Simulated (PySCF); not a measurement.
# CH7NOSi3: the cost of one run

Programs: PySCF 2.14.0, with density-fitted response routines of our own. Each step states its level of theory. These are calculated values for one molecule in the gas phase, unless marked as measured. Atoms count from 0, in the outputs and in this text.

## 1. The molecule as given

13 atoms, charge 0, multiplicity 1; geometry from: PBE0-D3(BJ)/def2-SVP.

Bonds of the start (Å): N0–C1 1.16, C1–Si2 1.87, Si2–Si3 2.34, Si2–O4 1.65, O4–Si5 1.67, Si2–H6 1.49, Si3–H7 1.49, Si3–H8 1.49, Si3–H9 1.49, Si5–H10 1.49, Si5–H11 1.49, Si5–H12 1.49.

## 2. Nuclear shieldings: HF/pcSseg-1

What the job is given:

```
{"job": {"kind": "nmr", "xc": "HF", "basis": "pcSseg-1", "pop": false}, "charge": 0, "multiplicity": 1}
N      0.727614     2.903692    -1.181434
C      0.418069     1.785481    -1.173133
Si    -0.125082    -0.001034    -1.101664
Si    -2.247235    -0.022959    -0.105050
O      0.977350    -0.836925    -0.204845
Si     1.905261    -0.815259     1.181171
H     -0.103806    -0.496317    -2.503083
H     -3.187712     0.809818    -0.912962
H     -2.750242    -1.428288    -0.038258
H     -2.131983     0.533917     1.276153
H      2.764944    -2.029529     1.168572
H      2.744346     0.417215     1.205746
H      1.013206    -0.836838     2.378449
```

Method: GIAO HF/pcSseg-1 NMR shielding, non-relativistic, gas phase.

Run with:

```sh
$ OMP_NUM_THREADS=1 python probes_run.py task.json out
```

The driver reads the jobs from task.json and runs them one after another.

Q: Estimate the wall time and peak memory of this first job on 1 thread of Arm Neoverse V2, shared host.

About 8.6 s, with a peak of 0.85 GiB.
